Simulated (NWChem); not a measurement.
**C2H7AlO (SMILES C[CH2][AlH][OH]): HF/3-21G**

Aim: the adiabatic ionisation energy of C2H7AlO at HF/3-21G, from 2 runs. 

Program for the calculation: NWChem 7.3.0.

**1. The structure to begin with**

C2H7AlO: 11 atoms, total charge 0, spin state singlet. As SMILES, `C[CH2][AlH][OH]`. The shape is that of a PBE0-D4/def2-TZVP optimisation. This is one conformer, not always the lowest. The run starts from this shape.

Bond lengths: C1–C2 1.529 Å, C2–Al3 1.957 Å, Al3–O4 1.701 Å, C1–H5 1.094 Å, C1–H6 1.094 Å, C1–H7 1.094 Å, C2–H8 1.098 Å, C2–H9 1.098 Å, Al3–H10 1.582 Å, O4–H11 0.956 Å. Some angles: C1–C2–Al3 116.3°, C2–Al3–O4 121.1°, C1–C2–H8 110.2°, C1–C2–H9 110.2°, Al3–C2–H8 107.6°, Al3–C2–H9 107.6°, C2–C1–H5 111.7°, C2–C1–H6 112.3°, C2–C1–H7 111.7°, C2–Al3–H10 123.9°.

**2. A structure relaxation at HF/3-21G**

c2h7alo.nw

```
start c2h7alo
title "C2H7AlO optimise"
memory stack 880 mb heap 220 mb global 1100 mb

geometry units au
  C     -2.10061956     1.56733885     0.20106686
  C      0.33240283     0.73321374     1.51556035
  Al     2.37066142    -1.79127139    -0.26040426
  O      1.44110514    -2.97972015    -3.09782804
  H     -3.38449949    -0.02248774    -0.11092692
  H     -3.14185865     2.97631865     1.29937568
  H     -1.72078461     2.40618827    -1.64954193
  H     -0.09316350    -0.01889726     3.40282983
  H      1.54730775     2.37500779     1.88575770
  H      4.95542882    -2.87748597     0.77932305
  H     -0.08277000    -2.47573020    -3.92647294
end

basis spherical bse
  * library 3-21G
end

scf
  thresh 1e-07
  maxiter 80
  print low
end

driver
  maxiter 60
end

freq
  temp 3 298.15 600 900
end

task scf optimize
task scf frequencies
```

Command:

```sh
$ nwchem c2h7alo.nw > c2h7alo.out
```

The log of the run:

```text
[...]
  functions       =    54
[...]
  wavefunction    = RHF
[...]
         Total SCF energy =   -394.462569773461
[...]
@    0    -394.46256977  0.0D+00  0.01022  0.00343  0.00000  0.00000      2.0
[...]
         Total SCF energy =   -394.464386386826
[...]
@    1    -394.46476340 -2.2D-03  0.01417  0.00280  0.05572  0.24725      4.8
[...]
@    7    -394.46681150 -2.0D-06  0.00008  0.00003  0.00514  0.02519     20.6
[...]
         Total SCF energy =   -394.466811642137
[...]
@    8    -394.46681164 -1.4D-07  0.00005  0.00001  0.00074  0.00329     22.8
[...]
         Total SCF energy =   -394.466811653422
      One-electron energy =   -851.208973388413
      Two-electron energy =    302.776697598914
 Nuclear repulsion energy =    153.965464136077
        Time for solution =      0.6s
 Line search:
[...]
         Total SCF energy =   -394.466811653422
[...]
                         RHF ENERGY GRADIENTS
    atom               coordinates                        gradient
                 x          y          z           x          y          z
   1 C      -1.280398  -3.646675   0.003046    0.000003  -0.000002   0.000001
   2 C       1.283035  -2.218684  -0.004926    0.000007   0.000005  -0.000001
   3 Al      1.055595   1.524449   0.002160    0.000016  -0.000011  -0.000000
   4 O      -1.696869   3.051036  -0.001902   -0.000013   0.000003  -0.000001
   5 H      -2.399436  -3.167485  -1.647188   -0.000002   0.000001   0.000002
   6 H      -1.000870  -5.678797  -0.001914   -0.000002   0.000000  -0.000000
   7 H      -2.385680  -3.173738   1.664344   -0.000002   0.000001  -0.000001
   8 H       2.379553  -2.807250  -1.648057   -0.000002  -0.000002  -0.000005
   9 H       2.393239  -2.812824   1.626879   -0.000001  -0.000001   0.000004
  10 H       3.524390   3.260139   0.011581   -0.000003   0.000002   0.000002
  11 H      -3.473840   3.280638  -0.005650   -0.000002   0.000003  -0.000000
[...]
@    9    -394.46681165 -1.1D-08  0.00002  0.00000  0.00012  0.00057     23.7
[...]
      Optimization converged
[...]
@    9    -394.46681165 -1.1D-08  0.00002  0.00000  0.00012  0.00057     23.7
[...]
         Total SCF energy =   -394.466811653422
[...]
 Zero-Point correction to Energy  =   56.512 kcal/mol  (  0.090058 au)
 Thermal correction to Energy     =   80.682 kcal/mol  (  0.128575 au)
 Thermal correction to Enthalpy   =   82.470 kcal/mol  (  0.131424 au)
 Total Entropy                    =  117.911 cal/mol-K
   - Translational                =   44.290 cal/mol-K (mol. weight =  74.0312)
   - Rotational                   =   28.934 cal/mol-K (symmetry #  =        1)
   - Vibrational                  =   44.686 cal/mol-K
 Cv (constant volume heat capacity) =   41.221 cal/mol-K
   - Translational                  =    2.979 cal/mol-K
   - Rotational                     =    2.979 cal/mol-K
   - Vibrational                    =   35.262 cal/mol-K
[...]
 Normal Eigenvalue ||           Projected Infra Red Intensities
  Mode   [cm**-1]  || [atomic units] [(debye/angs)**2] [(KM/mol)] [arbitrary]
 ------ ---------- || -------------- ----------------- ---------- -----------
    1       -0.000 ||    0.000124           0.003         0.120       0.020
    2       -0.000 ||    0.001354           0.031         1.320       0.222
    3        0.000 ||    0.000375           0.009         0.366       0.061
    4        0.000 ||    0.000155           0.004         0.151       0.025
    5        0.000 ||    0.000277           0.006         0.270       0.045
    6        0.000 ||    0.000319           0.007         0.311       0.052
    7       30.429 ||    0.003741           0.086         3.647       0.613
    8      135.559 ||    0.004718           0.109         4.599       0.772
    9      210.506 ||    0.323692           7.468       315.551      52.998
   10      226.365 ||    0.005630           0.130         5.488       0.922
   11      378.701 ||    0.063466           1.464        61.870      10.391
   12      391.284 ||    0.320330           7.390       312.273      52.448
   13      471.752 ||    0.074958           1.729        73.073      12.273
   14      606.560 ||    0.004093           0.094         3.990       0.670
[...]
```

It took 29 s on 1 thread of Intel Xeon 6975P-C (Granite Rapids), shared host; peak memory 0.11 GiB.

Steps, from the record of the run:

```
step  energy from the first frame kept (eV)
   0                                 0.0000
   1                                -0.0597
   2                                -0.0868
   3                                -0.1037
   4                                -0.1117
   5                                -0.1149
   6                                -0.1154
   7                                -0.1154
   8                                -0.1154
   9                                -0.1154
```

After the run. Bond lengths: C1–C2 1.553 Å, C2–Al3 1.984 Å, Al3–O4 1.666 Å, C1–H5 1.085 Å, C1–H6 1.085 Å, C1–H7 1.085 Å, C2–H8 1.091 Å, C2–H9 1.091 Å, Al3–H10 1.597 Å, O4–H11 0.948 Å. Some angles: C1–C2–Al3 115.6°, C2–Al3–O4 122.5°, C1–C2–H8 109.1°, C1–C2–H9 109.2°, Al3–C2–H8 108.6°, Al3–C2–H9 108.6°, C2–C1–H5 111.2°, C2–C1–H6 111.3°, C2–C1–H7 111.2°, C2–Al3–H10 121.6°.

**3. The doublet cation: a structure relaxation at UHF/3-21G**

input.nw

```
start input
title "C2H7AlO"
memory stack 880 mb heap 220 mb global 1100 mb
charge 1
geometry units angstroms noautosym
  C     -1.111600     0.829400     0.106400
  C      0.175900     0.388000     0.802000
  Al     1.254500    -0.947900    -0.137800
  O      0.762600    -1.576800    -1.639300
  H     -1.791000    -0.011900    -0.058700
  H     -1.662600     1.575000     0.687600
  H     -0.910600     1.273300    -0.872900
  H     -0.049300    -0.010000     1.800700
  H      0.818800     1.256800     0.997900
  H      2.622300    -1.522700     0.412400
  H     -0.043800    -1.310100    -2.077800
end
basis "ao basis" spherical bse
  * library 3-21G
end
scf
  doublet
  uhf
  thresh 1e-07
  maxiter 80
  print low
end
driver
  maxiter 60
end
freq
  temp 3 298.15 400 700
end
task scf optimize
task scf frequencies
```

Command:

```sh
$ nwchem input.nw > input.out
```

The log of the run, cut to the lines that bear on the results:

```text
[...]
  functions       =    54
[...]
  wavefunction    = UHF
[...]
         Total SCF energy =   -394.121866973111
[...]
@    0    -394.12186697  0.0D+00  0.05374  0.01018  0.00000  0.00000      3.3
[...]
         Total SCF energy =   -394.144195466378
[...]
@    1    -394.15883075 -3.7D-02  0.04023  0.00843  0.14238  0.47991      8.2
[...]
@   10    -394.17726023 -1.3D-06  0.00020  0.00004  0.00258  0.00691     38.5
[...]
         Total SCF energy =   -394.177260651730
[...]
@   11    -394.17726065 -4.3D-07  0.00011  0.00003  0.00109  0.00192     41.6
[...]
         Total SCF energy =   -394.177260722715
[...]
         Total SCF energy =   -394.177260722715
[...]
                         UHF ENERGY GRADIENTS
    atom               coordinates                        gradient
                 x          y          z           x          y          z
   1 C      -2.872354   2.407156   0.679134   -0.000038  -0.000003  -0.000044
   2 C      -0.537684   1.752205   2.171159    0.000009   0.000029   0.000059
   3 Al      1.732883  -1.254462  -0.113858    0.000027  -0.000018   0.000002
   4 O       0.258100  -1.913598  -2.698761   -0.000041   0.000009  -0.000040
   5 H      -4.116112   0.807384   0.418124   -0.000002  -0.000008   0.000002
   6 H      -3.910516   3.814004   1.777024   -0.000004   0.000009   0.000007
   7 H      -2.440760   3.252482  -1.130211    0.000006   0.000001  -0.000007
   8 H      -0.748220   0.598845   3.846601    0.000011  -0.000003  -0.000002
   9 H       0.980059   3.120223   2.249623    0.000005  -0.000008   0.000000
  10 H       4.108414  -1.806030   1.537982    0.000010  -0.000005   0.000007
  11 H      -0.530494  -2.372268  -4.246440    0.000016  -0.000004   0.000015
[...]
@   12    -394.17726072 -7.1D-08  0.00005  0.00001  0.00021  0.00045     42.9
[...]
      Optimization converged
[...]
@   12    -394.17726072 -7.1D-08  0.00005  0.00001  0.00021  0.00045     42.9
[...]
         Total SCF energy =   -394.177260722715
      One electron energy =   -837.698316833225
      Two electron energy =    291.590362253801
 Nuclear repulsion energy =    151.930693856709
                       Sz =      0.5000
                 Sz(Sz+1) =      0.7500
                      S^2 =      0.7614
[...]
```

Wall time 51 s (1 thread of Intel Xeon 6975P-C (Granite Rapids), shared host); peak memory 0.12 GiB.

Steps, from the record of the run:

```
step  energy from the first frame kept (eV)
   0                                 0.0000
   1                                -1.0058
   2                                -1.3182
   3                                -1.4405
   4                                -1.4882
   5                                -1.5003
   6                                -1.5058
   7                                -1.5065
   8                                -1.5071
   9                                -1.5073
  10                                -1.5073
  11                                -1.5073
  12                                -1.5073
```

After the run. Bond lengths: C1–C2 1.507 Å, C2–Al3 2.332 Å, Al3–O4 1.613 Å, C1–H5 1.081 Å, C1–H6 1.093 Å, C1–H7 1.081 Å, C2–H8 1.082 Å, C2–H9 1.082 Å, Al3–H10 1.559 Å, O4–H11 0.951 Å. Some angles: C1–C2–Al3 107.9°, C2–Al3–O4 109.8°, C1–C2–H8 118.3°, C1–C2–H9 118.4°, Al3–C2–H8 95.3°, Al3–C2–H9 95.4°, C2–C1–H5 112.7°, C2–C1–H6 106.9°, C2–C1–H7 112.7°, C2–Al3–H10 104.6°.

**4. Results**

At HF/3-21G:

| quantity | value |
| --- | --- |
| run 1, HF/3-21G: total energy at the end | -394.46681 Eh |
| run 1, HF/3-21G: lowest harmonic wavenumber | 30 cm⁻¹ |
| run 1, HF/3-21G: highest harmonic wavenumber | 4147 cm⁻¹ |
| run 1, HF/3-21G: zero-point energy | 236.4 kJ/mol |
| doublet cation: total energy at the end | -394.17726 Eh |
| doublet cation: ⟨S²⟩ | 0.761 |
| doublet cation: lowest harmonic wavenumber | 31i cm⁻¹ (imaginary) |
| doublet cation: highest harmonic wavenumber | 4124 cm⁻¹ |
| adiabatic ionisation energy (to the doublet cation, no zero-point term) | 7.879 eV |

What this shows: The adiabatic ionisation energy (to the doublet cation, no zero-point term) is 7.88 eV (182 kcal/mol). All 27 modes (run 1, HF/3-21G) are real, so the shape is a minimum at this level. The optimisation (run 1, HF/3-21G) took 10 steps and changed the energy by -0.115 eV. 1 mode (doublet cation) is imaginary (lowest 31i cm⁻¹); so small a value may be numerical noise or a very soft motion. The optimisation (doublet cation) took 13 steps and changed the energy by -1.507 eV.
